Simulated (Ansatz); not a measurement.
**AlH2O2 (SMILES [OH][Al][OH]): RPA@PBE/STO-3G**

Aim: the electronic atomisation energy of AlH2O2 at RPA@PBE/STO-3G, from 4 runs. 

The results are computed with Ansatz 0.2.0.

52 further runs of the same task are left out: 3 that didn't finish, 49 set aside as unsound or not needed.

## 1. The system as given

The species is AlH2O2 (5 atoms), meant as a doublet with charge 0. As SMILES, `[OH][Al][OH]`. Geometry: relaxed at PBE0-D4/def2-TZVP. This is one conformer, not always the lowest.

Bond lengths: O1–Al2 1.696 Å, Al2–O3 1.703 Å, O1–H4 0.958 Å, O3–H5 0.956 Å. Angles: O1–Al2–O3 119.0°, Al2–O1–H4 122.5°, Al2–O3–H5 123.1°.

## 2. The energy at RPA@PBE/STO-3G

File in.yaml:

```yaml
crystal:
  periodic: [false, false, false]
  atoms:
    - {symbol: O, position_ang: [-1.573500, -0.324600, -0.237500]}
    - {symbol: Al, position_ang: [0.018500, -0.825100, 0.065000]}
    - {symbol: O, position_ang: [1.249400, 0.348300, 0.160000]}
    - {symbol: H, position_ang: [-1.809700, 0.595800, -0.359200]}
    - {symbol: H, position_ang: [2.165100, 0.131800, 0.330400]}
basis:
  gaussian:
    orbitals: STO-3G
magnetization:
  spin_polarized: true
  initial_magnetization: 1
hamiltonian:
  xc: pbe
correlation:
  method: rpa
  frozen_orbitals: {Al: 5, H: 0, O: 1}
accuracy: high
```

The run is started by

```
$ ansatz run in.yaml --threads 1 --pin off --max-ram 2610MiB --events-out events.jsonl --progress --plain --runs-dir runs
```

Output:

```text
Warning: RAYON_NUM_THREADS=1 ignored (pool sized by the plan → 1); use --threads N
Functional definition: PBE
  name "PBE"
  parameter kappa = 0.804
  parameter beta = 0.06672455060314922
  exchange = pbe_x(kappa = kappa, mu = beta*pi^2/3)
  correlation = pbe_c(beta = beta)
380 factors; integrals over basis functions are off by at most 3.2e-8 eV
mean field evaluation 1: about -10573.5154 eV, gradient 2.3e1 eV
mean field evaluation 2: about -10573.4923 eV, gradient 2.3e1 eV
mean field evaluation 4: about -10576.9420 eV, gradient 5.0e0 eV
mean field evaluation 8: about -10577.1489 eV, gradient 1.4e-1 eV
mean field evaluation 16: about -10577.1490 eV, gradient 1.7e-6 eV
mean field evaluation 32: about -10559.3718 eV, gradient 1.4e1 eV
mean field -10577.14900047 eV, -388.7030563183 hartree, gradient 2.3e-8 eV, S^2 0.752272; 1 other end points of the search recorded, 0 dependent functions left out
7 core orbitals not correlated: weight in the atoms' cores, before any rotation towards them, 0.999 or more for the frozen orbitals, at most 0.000 for the correlated occupied ones
reference -10552.88723835 eV, -387.8114530054 hartree; 9, 8 occupied and 5, 6 virtual orbitals, 380 factors
Total energy: -10558.80514194 eV, -388.0289319512 hartree
```

Run time: 3 s. Hardware: 1 thread of Arm Neoverse V1, shared host; peak memory 0.14 GiB.

## 3. The Al atom, same level

File in.yaml:

```yaml
crystal:
  periodic: [false, false, false]
  atoms:
    - {symbol: Al, position_ang: [0.000000, 0.000000, 0.000000]}
basis:
  gaussian:
    orbitals: STO-3G
magnetization:
  spin_polarized: true
  initial_magnetization: 1
hamiltonian:
  xc: {name: PBE}
correlation:
  method: rpa
  frozen_orbitals: {Al: 5}
accuracy: high
```

Run the same way, it converges to -238.91265 Eh (log not shown).

## 4. The H atom, same level

File job.yaml:

```yaml
crystal:
  periodic: [false, false, false]
  atoms:
    - {symbol: H, position_ang: [0.000000, 0.000000, 0.000000]}
basis:
  gaussian:
    orbitals: STO-3G
magnetization:
  spin_polarized: true
  initial_magnetization: 1
hamiltonian:
  xc: {name: PBE}
correlation:
  method: rpa
  frozen_orbitals: {H: 0}
accuracy: high
```

Run the same way, it converges to -0.46658 Eh (log not shown).

## 5. The O atom, same level

File in.yaml:

```yaml
crystal:
  periodic: [false, false, false]
  atoms:
    - {symbol: O, position_ang: [0.000000, 0.000000, 0.000000]}
basis:
  gaussian:
    orbitals: STO-3G
magnetization:
  spin_polarized: true
  initial_magnetization: 2
hamiltonian:
  xc: {name: PBE}
correlation:
  method: rpa
  frozen_orbitals: {O: 1}
accuracy: high
```

Run the same way, it converges to -73.83858 Eh (log not shown).

## 6. What came out

At RPA@PBE/STO-3G, 7 core orbitals frozen:

| quantity | value |
| --- | --- |
| molecule: total energy | -388.02893 Eh |
| molecule: RPA correlation energy (valence) | -217.5 mEh |
| molecule: ⟨S²⟩ of the reference determinant | 0.752 |
| Al atom: total energy | -238.91265 Eh |
| Al atom: RPA correlation energy (valence) | -57.5 mEh |
| Al atom: ⟨S²⟩ of the reference determinant | 0.750 |
| H atom: total energy | -0.46658 Eh |
| H atom: RPA correlation energy | 0.0 mEh |
| H atom: ⟨S²⟩ of the reference determinant | 0.750 |
| O atom: total energy | -73.83858 Eh |
| O atom: RPA correlation energy (valence) | -34.4 mEh |
| O atom: ⟨S²⟩ of the reference determinant | 2.000 |
| electronic atomisation energy | 13.768 eV |

In words: Taking the molecule apart into free atoms costs 13.77 eV (1328 kJ/mol), before zero-point energy and without spin-orbit coupling. In a minimal basis such a difference can be off by several eV, whatever the method.
